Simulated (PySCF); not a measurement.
# CH₁₀N₄OSi₃: geometry, NMR shifts, electronic excitations and core binding energies

Wanted: the NMR shifts, electronic excitations and core binding energies of CH₁₀N₄OSi₃ (`NC(=O)[SiH]1N[SiH2]N[SiH2]N1`), by calculation.

The runs use PySCF 2.14.0, with density-fitted response routines of our own; the level of theory stands in each step. All values are computed, except where a source is named. Atoms are numbered from 0 throughout.

## 1. The molecule as given

19 atoms, charge 0, multiplicity 1; geometry from: GFN2-xTB. The atoms were then displaced at random by about 0.01 Å, so the start is not that level's minimum.

Bonds of the start (Å): N0–C1 1.36, C1–O2 1.21, C1–Si3 1.88, Si3–N4 1.72, N4–Si5 1.74, Si5–N6 1.72, N6–Si7 1.72, Si7–N8 1.71, N8–Si3 1.76, N0–H9 1.03, N0–H10 0.98, Si3–H11 1.47, N4–H12 1.00, Si5–H13 1.48, Si5–H14 1.46, N6–H15 1.02, Si7–H16 1.47, Si7–H17 1.48, N8–H18 1.02.

## 2. Optimising the geometry at PBE0-D3(BJ)/def2-SVP

What the job is given:

```
{"job": {"xc": "PBE0", "basis": "def2-SVP", "d3": "d3bj", "grid": 1, "shake": 0.01, "kind": "geom"}, "charge": 0, "multiplicity": 1}
N      2.842110    -0.882300     0.547600
C      2.278000    -1.115860    -0.672720
O      2.889040    -1.715170    -1.533090
Si     0.534840    -0.469250    -0.955220
N      0.474230     1.182060    -0.477380
Si    -0.931470     2.084730     0.004640
N     -2.171830     0.919390     0.257040
Si    -2.066900    -0.741150     0.683180
N     -0.520710    -1.278270     0.201320
H      2.292970    -0.361890     1.248930
H      3.747630    -1.172450     0.769030
H      0.107910    -0.679890    -2.341740
H      1.237670     1.761630    -0.747450
H     -0.592350     2.806080     1.246350
H     -1.394730     2.984130    -1.044310
H     -3.103390     1.330110     0.338460
H     -3.170770    -1.420920    -0.019380
H     -2.163150    -0.964330     2.146490
H     -0.319830    -2.259600     0.368990
```

Launch:

```
$ OMP_NUM_THREADS=1 python probes_run.py task.json out
```

The driver reads the jobs from task.json and runs them one after another.

**Question.** This job is followed by: GIAO PBE0/pcSseg-1 NMR shielding, non-relativistic, gas phase; TDDFT wB97X-D/def2-SVPD, vertical, gas phase, core orbitals frozen in the response; GIAO wB97X-D/pcSseg-1 NMR shielding, non-relativistic, gas phase; delta-SCF UKS SCAN, pcX-2 on the ionised atom, pcseg-1 elsewhere, spin-free X2C. What will the session give for the following? point group; rotational constants (main isotopes); ¹³C shifts against TMS (PBE0/pcSseg-1); ¹H shifts against TMS (PBE0/pcSseg-1, means over atoms taken as alike); ¹⁵N shifts against NH3 (PBE0/pcSseg-1, means over atoms taken as alike); ¹⁷O shifts against H2O (PBE0/pcSseg-1); ²⁹Si shifts against TMS (PBE0/pcSseg-1, means over atoms taken as alike); lowest singlet (wB97X-D/def2-SVPD); brightest single state of those computed; lowest triplet; vertical ionisation energy (ΔSCF); N1s binding energies, SCAN/pcX-2; Si1s binding energies, SCAN/pcX-2; Si2p binding energies, SCAN/pcX-2; C1s binding energies, SCAN/pcX-2; O1s binding energies, SCAN/pcX-2; range of the shift of N4.

As calculated:

```
                                                                quantity                                   value
                                                             point group                                      C1
                                    rotational constants (main isotopes)                    1.65, 0.73, 0.57 GHz
                                  ¹³C shifts against TMS (PBE0/pcSseg-1)                               185.0 ppm
  ¹H shifts against TMS (PBE0/pcSseg-1, means over atoms taken as alike)  5.36, 5.27, 5.11, 5.10, 1.44, 0.62 ppm
 ¹⁵N shifts against NH3 (PBE0/pcSseg-1, means over atoms taken as alike)                   129.2, 38.7, 38.4 ppm
                                  ¹⁷O shifts against H2O (PBE0/pcSseg-1)                               460.0 ppm
²⁹Si shifts against TMS (PBE0/pcSseg-1, means over atoms taken as alike)                        -35.8, -44.3 ppm
                                      lowest singlet (wB97X-D/def2-SVPD)             4.75 eV (261 nm), f = 0.003
                                brightest single state of those computed             state 8, 7.33 eV, f = 0.037
                                                          lowest triplet                                 4.18 eV
                                       vertical ionisation energy (ΔSCF)                                 8.74 eV
                                        N1s binding energies, SCAN/pcX-2      N0 405.85, N4 404.12, N6 404.01 eV
                                       Si1s binding energies, SCAN/pcX-2             Si5 1847.15, Si3 1846.98 eV
                                       Si2p binding energies, SCAN/pcX-2               Si5 107.36, Si3 107.23 eV
                                        C1s binding energies, SCAN/pcX-2                            C1 292.97 eV
                                        O1s binding energies, SCAN/pcX-2                            O2 536.80 eV
                                                range of the shift of N4                        34.6 to 38.7 ppm
```

In words: Relaxing lowered the energy by 0.468 eV in 26 steps; the close pair that moved most is N0–H10, from 0.976 to 1.015 Å. At PBE0/pcSseg-1: The widest tensor belongs to O2: span 847 ppm, with a paramagnetic part of -526 ppm. The first singlet state (HOMO→LUMO 0.72, HOMO→LUMO+1 0.09) lies at 4.75 eV and is weak; of the 10 states computed, the strongest absorption comes from state 8 at 7.33 eV. The lowest triplet lies 0.58 eV below the lowest singlet (triplets in Tamm-Dancoff, singlets in full TDDFT). ΔSCF puts the ionisation energy at 8.74 eV, 0.11 eV above −ε(HOMO). N0 (amide-type nitrogen) binds its N1s electron 1.84 eV more tightly than N6 (nitrogen bonded to 2 Si, H, in a 6-membered ring). The Si1s levels kept as sound span 0.17 eV, from Si3 (silicon bonded to C, 2 N, H, in a 6-membered ring) up to Si5 (silicon bonded to 2 N, 2 H, in a 6-membered ring). The Si2p levels kept as sound span 0.14 eV, from Si3 (silicon bonded to C, 2 N, H, in a 6-membered ring) up to Si5 (silicon bonded to 2 N, 2 H, in a 6-membered ring). Across the 2 runs the shift of N4 (with its like atoms) moves most, between 34.6 (wB97X-D/pcSseg-1) and 38.7 ppm (PBE0/pcSseg-1). Part of that comes from the computed reference.
